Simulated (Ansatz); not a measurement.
# TiZn14Si5: the cost of one run

All numbers below are computed with Ansatz 0.2.0 (DFT PBE, scalar-relativistic, plane waves, PAW).

### 1 The system as given

The cell holds 20 atoms (Si5TiZn14): a = 6.628 Å, b = 6.628 Å, c = 7.437 Å, α = 76.09°, β = 76.09°, γ = 85.46°.

The sites of an ideal hcp lattice, at a guessed lattice constant, take 1 Ti, 14 Zn, 5 Si (sublattices apart by semicolons), with a shake of 0.02 Å. Warren-Cowley parameters of the first shell (negative: unlike neighbours preferred): Si-Ti +0.00, Si-Zn -0.02, Ti-Zn -0.07. In a cell this small the draw can fall short of the order aimed at.

As a file:

```xyz
20
Lattice="4.2162 -2.4342 -4.4972 4.2162 -2.4342 4.4972 -1.4054 -7.3026 0.0000" Properties=species:S:1:pos:R:3 pbc="T T T"
Si   -0.0076   -8.1036    1.1238
Si    1.4036   -4.0655   -1.1578
Si    4.2182   -4.0407    3.3772
Si    7.0089   -4.0524   -1.0932
Si    4.2475   -4.0631   -1.1165
Ti    4.1958   -8.9080   -1.1490
Zn    1.3838   -5.7039    1.1135
Zn    4.2422   -5.6741   -3.3802
Zn    5.5874   -8.1205    1.1288
Zn    4.1887   -5.6984    1.1017
Zn    2.8125   -3.2750    1.1020
Zn    2.8150   -8.1556   -3.3938
Zn    7.0443   -5.6694    1.1178
Zn    5.6086   -3.2402    1.1491
Zn    2.8105   -8.0924    1.0994
Zn    2.8183   -6.4870    3.3562
Zn    5.6077   -6.4897   -1.1252
Zn    2.7517   -6.4342   -1.1425
Zn    2.7957   -1.6257   -1.1126
Zn    0.0157   -6.5220   -1.1481
```

### 2 Relaxing on a coarse mesh

A cheap relaxation: coarse mesh, no symmetry, loose thresholds.

input.yaml reads:

```yaml
crystal:
  lattice:
    - [4.21615809, -2.4342, -4.4972353]
    - [4.21615809, -2.4342, 4.4972353]
    - [-1.40538603, -7.3026, 0.0]
  atoms:
    - { symbol: Si, position: [0.0406989256, 0.290589357, 0.9992630312] }
    - { symbol: Si, position: [0.3620350256, 0.1045976335, 0.40117513] }
    - { symbol: Si, position: [0.1577478489, 0.9086967699, 0.1978457238] }
    - { symbol: Si, position: [0.9528586216, 0.7097753069, 0.0007132512] }
    - { symbol: Si, position: [0.6609328438, 0.4126651505, 0.1985243329] }
    - { symbol: Ti, position: [0.7585511606, 0.5030591724, 0.7992977797] }
    - { symbol: Zn, position: [0.1410501401, 0.3886555639, 0.604509157] }
    - { symbol: Zn, position: [0.9451425599, 0.1935165857, 0.3974451655] }
    - { symbol: Zn, position: [0.6376555569, 0.8886636354, 0.6032339869] }
    - { symbol: Zn, position: [0.4416315963, 0.6865955453, 0.4042449557] }
    - { symbol: Zn, position: [0.244933285, 0.4899734226, 0.2034974073] }
    - { symbol: Zn, position: [0.8452905193, 0.0906499905, 0.8048254333] }
    - { symbol: Zn, position: [0.7440360135, 0.9925862324, 0.1974732966] }
    - { symbol: Zn, position: [0.5374156555, 0.7929309646, 0.0002594495] }
    - { symbol: Zn, position: [0.3439612529, 0.5884245138, 0.7973599897] }
    - { symbol: Zn, position: [0.0609086589, 0.8071994929, 0.5989458197] }
    - { symbol: Zn, position: [0.8569298612, 0.6067265281, 0.4008023007] }
    - { symbol: Zn, position: [0.5528810979, 0.2988368212, 0.5971723751] }
    - { symbol: Zn, position: [0.4554820815, 0.2080830833, 0.0014280226] }
    - { symbol: Zn, position: [0.2632815079, 0.0079914542, 0.8026827128] }
  symmetry: { detect: false }
basis:
  ecutwfc: 420
kpoints:
  mp_grid: { grid: [2, 2, 2], shift: [0.5, 0.5, 0.5] }
hamiltonian:
  xc: pbe
scf:
  occupations: { method: gaussian, width: 0.1 }
  lower_state_search: "off"
output:
  forces: true
  stress: true
  eigenvalues: true
relax:
  adjacent_minimum: "off"
  f_tol: 0.04
  max_steps: 50
  cell: { stress_tol: 0.3 }
```

Started as:

```sh
> ansatz run input.yaml --threads 4 --pin off --max-ram 9216MiB --backend cpu --events-out ev --progress --plain --runs-dir out
```

What time and memory should one allow on 4 threads of Intel Xeon 6975P-C (Granite Rapids), shared host?

About 97 s, with a peak of 1.1 GiB.
